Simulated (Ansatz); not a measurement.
# InP: how the settings move a relaxation

Question: which choices in the input matter for InP?

The COD entry's cell or inner coordinates are ideal or old and differ from later refinements, so a difference from it is no clean test against experiment.

Computed with Ansatz 0.2.0 (reference: DFT, r2SCAN, PAW with Ansatz's default frozen-core files, scalar-relativistic; relaxation of cell and atoms, unless a step's input says otherwise).

## (1) The structure to begin with

Symmetry: F-43m, No. 216, cubic system. Conventional cell: a = 5.861 Å, b = 5.861 Å, c = 5.861 Å, α = 90.00°, β = 90.00°, γ = 90.00°. Around In (site symmetry -43m) lie 4 P at 2.54 Å. P (site symmetry -43m) is surrounded by 4 In at 2.54 Å.

Coordinates:

```
CELL_PARAMETERS angstrom
0.00000 2.93050 2.93050
2.93050 0.00000 2.93050
2.93050 2.93050 0.00000
ATOMIC_POSITIONS crystal
In 0.00000 0.00000 0.00000
P 0.75000 0.75000 0.75000
```

## (2) Baseline

The input, input.yaml:

```yaml
crystal:
  lattice:
    - [0.0, 2.9305, 2.9305]
    - [2.9305, 0.0, 2.9305]
    - [2.9305, 2.9305, 0.0]
  atoms:
    - { symbol: In, position: [0.0, 0.0, 0.0] }
    - { symbol: P, position: [0.75, 0.75, 0.75] }
kpoints:
  mp_grid: { grid: [14, 14, 14] }
scf:
  occupations: { method: fermi_dirac, width: 0.05 }
hamiltonian:
  xc: r2scan
  pseudopotentials: { kind: paw }
relax:
  f_tol: 0.002
  max_steps: 80
  cell: {}
output:
  forces: true
  stress: true
```

On the command line:

```console
ansatz run input.yaml --threads 1 --pin off --max-ram 2560MiB --backend cpu --events-out ev --progress --plain --runs-dir out
```

## (3) The same system, input altered

input.yaml: that of step 2 with these lines changed.

```diff
@@ -9,5 +9,5 @@
 kpoints:
-  mp_grid: { grid: [14, 14, 14] }
+  mp_grid: { grid: [8, 8, 8] }
 scf:
-  occupations: { method: fermi_dirac, width: 0.05 }
+  occupations: { method: fixed }
 hamiltonian:
```

(Steps that only read results are left out.)

What does the calculation give? Wanted: for each run, ending; energy change; pressure; gap; force.

**Answer**, as computed:

```tsv
run	ending	energy change	pressure (GPa)	gap (eV)	force (eV/Å)	cycles	time
reference	converged	0	0.0	1.03	0.00	21	58 s
1: mp_grid.grid [8, 8, 8], occupations.method fixed	converged	+0.8 meV/atom (σ→0)	0.0	1.03	0.00	21	20 s
```

**Reading.** Changing the k-point mesh and smearing moves the energy by +0.8 meV/atom (σ→0 values). More than one kind of setting changed, and this run alone doesn't tell their shares apart. Cost: 20 s against 58 s.
